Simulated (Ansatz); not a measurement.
# CH₄AlBr (SMILES [AlH2][CH2]Br): single points off equilibrium

One table from this session's results is given with a row withheld; the runs are named, their logs left out.

Computed with Ansatz 0.2.0, Gaussian basis. Level: single points in def2-TZVPP.

Correlated methods freeze the cores. Filled d shells of the heavier atoms are correlated.

### Starting geometry

7 atoms, charge 0, spin multiplicity 1.

Atoms are counted from 1 here; the program's logs count them from 0.

Bond lengths: Al1–C2 2.158 Å, Al1–Br3 2.805 Å, Al1–H4 1.564 Å, Al1–H5 1.613 Å, C2–Br3 2.050 Å, C2–H6 1.096 Å, C2–H7 1.134 Å. Angles: C2–Al1–Br3 46.6°, C2–Al1–H4 131.1°, C2–Al1–H5 112.5°, Br3–Al1–H4 84.5°, Br3–Al1–H5 159.0°, H4–Al1–H5 116.4°, Al1–C2–Br3 83.6°, Al1–C2–H6 122.2°, Al1–C2–H7 118.4°, Br3–C2–H6 104.4°, Br3–C2–H7 109.5°, H6–C2–H7 112.4°, Al1–Br3–C2 49.8°.

Geometry (Å):

```
Al   -0.7727    0.2411   -0.8032
C     0.7691    0.1154    0.7012
Br    0.2269   -1.8610    0.7626
H    -1.7439   -0.8452   -1.3724
H    -0.9578    1.7388   -1.3732
H     0.6144    0.4715    1.7259
H     1.8515    0.2005    0.3723
```

Set-up of the first run:

Input file run/in.yaml:

```yaml
crystal:
  periodic: [false, false, false]
  atoms:
    - {symbol: Al, position_ang: [-0.772700, 0.241100, -0.803200]}
    - {symbol: C, position_ang: [0.769100, 0.115400, 0.701200]}
    - {symbol: Br, position_ang: [0.226900, -1.861000, 0.762600]}
    - {symbol: H, position_ang: [-1.743900, -0.845200, -1.372400]}
    - {symbol: H, position_ang: [-0.957800, 1.738800, -1.373200]}
    - {symbol: H, position_ang: [0.614400, 0.471500, 1.725900]}
    - {symbol: H, position_ang: [1.851500, 0.200500, 0.372300]}
basis:
  gaussian: {orbitals: def2-TZVPP}
correlation: {method: ccsd_t}
output: {forces: true}
```

No record of the launch command was kept for these runs.

Steps of the session up to this table: CCSD(T)/def2-TZVPP; PBE0-D4/def2-TZVPP; wB97M-V/def2-TZVPP; r2SCAN-D4/def2-TZVPP; PBE-D4/def2-TZVPP; BLYP-D4/def2-TZVPP; HSE06-D4/def2-TZVPP.

One of the session's tables, all rows but one given; the rest of the session is left out.

| method | RMS force component (eV/Å) | angle to CCSD(T) forces (°) | dipole (D) |
| --- | --- | --- | --- |
| CCSD(T) | 0.682 | reference | 0.98 |
| PBE0-D4 | 0.701 | 5.5 | 1.04 |
| wB97M-V | 0.695 | 4.2 | 1.03 |
| r2SCAN-D4 | ? | ? | ? |
| PBE-D4 | 0.652 | 9.8 | 0.94 |
| BLYP-D4 | 0.637 | 14.9 | 0.95 |
| HSE06-D4 | 0.700 | 5.4 | 1.04 |

**Question.** Estimate the row for r2SCAN-D4.

As computed: RMS force component (eV/Å): 0.684; angle to CCSD(T) forces (°): 5.2; dipole (D): 1.06. In the column «RMS force component (eV/Å)» it lies between CCSD(T) (0.682) and wB97M-V (0.695).
